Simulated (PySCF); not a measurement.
**One shape, several levels: C2H2Cl2Si (SMILES C#C[SiH](Cl)Cl)**

Wanted: a comparison of 6 runs (HF/STO-3G, HF/3-21G, HF/def2-SVP, wB97X/STO-3G, B3LYP/6-31G**, MP2/cc-pVDZ) of C2H2Cl2Si. Input form: a Python script.

The results are computed with PySCF 2.14.0.

**1. The molecule**

The species is C2H2Cl2Si (7 atoms), meant as a singlet with charge 0. As SMILES, `C#C[SiH](Cl)Cl`. Geometry: relaxed at PBE0-D4/def2-TZVP.

Bond lengths: C1–C2 1.205 Å, C2–Si3 1.807 Å, Si3–Cl4 2.037 Å, Si3–Cl5 2.037 Å, C1–H6 1.066 Å, Si3–H7 1.472 Å. Angles: C1–C2–Si3 179.1°, C2–Si3–Cl4 109.2°, C2–Si3–Cl5 109.2°, Cl4–Si3–Cl5 109.6°, C2–C1–H6 179.8°, C2–Si3–H7 111.4°, Cl4–Si3–H7 108.7°, Cl5–Si3–H7 108.7°.

**2. Energy and forces at HF/STO-3G (run 1)**

start.xyz reads:

```xyz
7

C      0.222100    -0.669300     1.881600
C      0.127700    -0.285200     0.743200
Si     0.012700     0.282700    -0.968900
Cl    -1.510600    -0.698400    -1.899200
Cl    -0.353700     2.286200    -0.986900
H      0.302500    -1.008200     2.889500
H      1.260700     0.024000    -1.705100
```

calc.py reads:

```python
from pyscf import gto, scf

molecule = gto.M(
    atom='start.xyz',
    basis='sto-3g',
    max_memory=1860,
    verbose=3,
    spin=0,
)

myscf = scf.RHF(molecule)
myscf.conv_tol = 1e-10
myscf.kernel()
if not myscf.converged:
    myscf = myscf.newton().run(myscf.mo_coeff, myscf.mo_occ)

etot = myscf.e_tot
print('E = %.10f Eh' % etot)
grad = myscf.nuc_grad_method().kernel()
dip = myscf.dip_moment()
pop, q = myscf.mulliken_pop()
```

Command:

```bash
$ OMP_NUM_THREADS=1 python calc.py
```

Standard output:

```text
converged SCF energy = -1270.77057824239
E = -1270.7705782424 Eh
--------------- RHF gradients ---------------
         x                y                z
0 C     0.0073672575    -0.0282136348     0.0831045516
1 C    -0.0069339990     0.0256981542    -0.0754571055
2 Si    -0.0435625428     0.0186027635    -0.0056364072
3 Cl     0.0176783898     0.0109942886     0.0115693012
4 Cl     0.0043462962    -0.0233753458     0.0010556950
5 H    -0.0003781824     0.0010652607    -0.0030064974
6 H     0.0214827807    -0.0047714864    -0.0116295377
----------------------------------------------
Dipole moment(X, Y, Z, Debye):  2.35046, -1.36831,  1.49677
 ** Mulliken pop  **
pop of  0 C 1s            1.99441
pop of  0 C 2s            1.12851
pop of  0 C 2px           0.97063
pop of  0 C 2py           0.96627
pop of  0 C 2pz           1.01825
pop of  1 C 1s            1.99432
pop of  1 C 2s            1.19900
pop of  1 C 2px           1.01380
pop of  1 C 2py           1.02135
pop of  1 C 2pz           1.03004
pop of  2 Si 1s           1.99959
pop of  2 Si 2s           1.98635
pop of  2 Si 3s           1.13633
pop of  2 Si 2px          1.96355
pop of  2 Si 2py          1.96057
pop of  2 Si 2pz          1.96394
pop of  2 Si 3px          0.70540
pop of  2 Si 3py          0.56918
pop of  2 Si 3pz          0.70915
pop of  3 Cl 1s           1.99997
pop of  3 Cl 2s           1.99900
pop of  3 Cl 3s           1.98305
pop of  3 Cl 2px          1.99461
pop of  3 Cl 2py          1.99725
pop of  3 Cl 2pz          1.99765
pop of  3 Cl 3px          1.67933
pop of  3 Cl 3py          1.83443
pop of  3 Cl 3pz          1.86145
pop of  4 Cl 1s           1.99997
pop of  4 Cl 2s           1.99900
pop of  4 Cl 3s           1.98305
pop of  4 Cl 2px          1.99921
pop of  4 Cl 2py          1.99080
pop of  4 Cl 2pz          1.99950
pop of  4 Cl 3px          1.95519
pop of  4 Cl 3py          1.44736
pop of  4 Cl 3pz          1.97266
pop of  5 H 1s            0.88232
pop of  6 H 1s            1.09355
 ** Mulliken atomic charges  **
charge of    0C =     -0.07806
charge of    1C =     -0.25850
charge of    2Si =      1.00594
charge of    3Cl =     -0.34675
charge of    4Cl =     -0.34675
charge of    5H =      0.11768
charge of    6H =     -0.09355
```

It took 2.6 s on 1 thread of Intel Xeon at 2.70GHz, shared host; peak memory 0.12 GiB.

**3. Energy and gradient at HF/3-21G (run 2)**

input.xyz reads:

```xyz
7
C2H2Cl2Si
C      0.222100    -0.669300     1.881600
C      0.127700    -0.285200     0.743200
Si     0.012700     0.282700    -0.968900
Cl    -1.510600    -0.698400    -1.899200
Cl    -0.353700     2.286200    -0.986900
H      0.302500    -1.008200     2.889500
H      1.260700     0.024000    -1.705100
```

calc.py reads:

```python
# C#C[SiH](Cl)Cl
import pyscf.grad
from pyscf import gto

mol = gto.M(
    atom='input.xyz',
    max_memory=1860,
    basis='3-21g',
    verbose=4,
)

mf = mol.RHF()
mf.conv_tol = 1e-10
mf.kernel()
if not mf.converged:
    mf = mf.newton().run(mf.mo_coeff, mf.mo_occ)

e_tot = mf.e_tot
print('Final energy', e_tot)
grad = mf.Gradients().kernel()
mf.analyze()
```

Command:

```bash
$ OMP_NUM_THREADS=1 python calc.py
```

Standard output:

```text
PySCF version 2.14.0

[... 80 lines left out ...]
Two-electron Energy =                  793.309696555176060
[... 10 lines left out ...]
MO #7   energy= -10.5155176413723  occ= 2
[... 8 lines left out ...]
MO #16  energy= -4.33582983679882  occ= 2
[... 8 lines left out ...]
MO #25  energy= -0.561851051865037 occ= 2
[... 8 lines left out ...]
MO #34  energy= 0.178298159153759  occ= 0
[... 8 lines left out ...]
MO #43  energy= 0.750439187338226  occ= 0
[... 8 lines left out ...]
MO #52  energy= 0.981895330087589  occ= 0
[... 8 lines left out ...]
MO #61  energy= 2.27799280670697   occ= 0
[... 71 lines left out ...]
Dipole moment(X, Y, Z, Debye):  2.23171, -1.56888,  2.30475
```

Wall time 4.2 s (1 thread of Intel Xeon at 2.70GHz, shared host); peak memory 0.13 GiB.

Runs 3 to 5 aren't shown in full; the table further down has their settings and results.

**4. Energy and gradient at MP2/cc-pVDZ (run 6)**

job.py reads:

```python
from pyscf import gto, mp

mol = gto.M(
    atom='''
C      0.222100    -0.669300     1.881600
C      0.127700    -0.285200     0.743200
Si     0.012700     0.282700    -0.968900
Cl    -1.510600    -0.698400    -1.899200
Cl    -0.353700     2.286200    -0.986900
H      0.302500    -1.008200     2.889500
H      1.260700     0.024000    -1.705100
''',
    max_memory=1860,
    verbose=4,
    charge=0,
    basis='cc-pvdz',
)

mf = mol.RHF()
mf.conv_tol = 1e-10
mf.kernel()
if not mf.converged:
    mf = mf.newton().run(mf.mo_coeff, mf.mo_occ)

pt = mp.MP2(mf, frozen=17).run()
etot = pt.e_tot
print('E = %.10f Eh' % etot)
grad = pt.nuc_grad_method().kernel()
dip = mf.dip_moment()
pop, q = mf.mulliken_pop()
```

Command:

```bash
$ OMP_NUM_THREADS=1 python job.py
```

Standard output:

```text
PySCF version 2.14.0

[... 65 lines left out ...]
converged SCF energy = -1284.89262377354
[... 19 lines left out ...]
Dipole moment(X, Y, Z, Debye):  1.25904, -0.97514,  1.59492
[... 100 lines left out ...]
charge of    6H =     -0.08047
```

It took 30 s on 1 thread of Intel Xeon at 2.70GHz, shared host; peak memory 0.61 GiB.

**5. All runs side by side**

```tsv
run	level	integration grid	frozen core orbitals	energy (Eh)	dipole moment (D) of the reference	HOMO energy (eV)	LUMO energy (eV)	wall time
1	HF/STO-3G	–	–	-1270.770578	3.10	-10.03	7.35	2.6 s
2	HF/3-21G	–	–	-1278.493117	3.57	-11.96	2.61	4.2 s
3	HF/def2-SVP	–	–	-1284.443829	2.19	-11.58	3.09	13 s
4	wB97X/STO-3G	5	–	-1273.006199	2.91	-9.67	4.89	19 s
5	B3LYP/6-31G** (spherical functions)	5	–	-1287.329963	2.28	-8.34	-0.85	61 s
6	MP2/cc-pVDZ	–	17	-1285.497929	2.25	-11.51	3.02	30 s
```

**6. Summary of results**

| quantity | value |
| --- | --- |
| run 6: total energy | -1285.49793 Eh |
| run 6: dipole moment (Hartree–Fock density) | 2.25 D |
| run 6: HOMO energy (Hartree–Fock orbitals) | -11.51 eV |
| run 6: LUMO energy (Hartree–Fock orbitals) | 3.02 eV |
| run 6: HOMO–LUMO gap (Hartree–Fock orbitals) | 14.53 eV |
| run 6: correlation energy (17 core orbitals frozen) | -605.3 mEh |
| run 6: largest force on an atom | 3.066 eV/Å |

In words: Over runs 1, 2, 3, 4, 5 the dipole moment (its size) runs from 2.19 D (HF/def2-SVP) to 3.57 D (HF/3-21G). Over runs 1, 2, 3, 4, 5 the HOMO–LUMO gap runs from 7.49 eV (B3LYP/6-31G**) to 17.37 eV (HF/STO-3G). The two ends differ in method and basis. Totals of different functionals can't be ranked against each other. In runs 1, 4 the basis is minimal, so the values are rough. All runs together took 2.2 min, the longest 61 s.
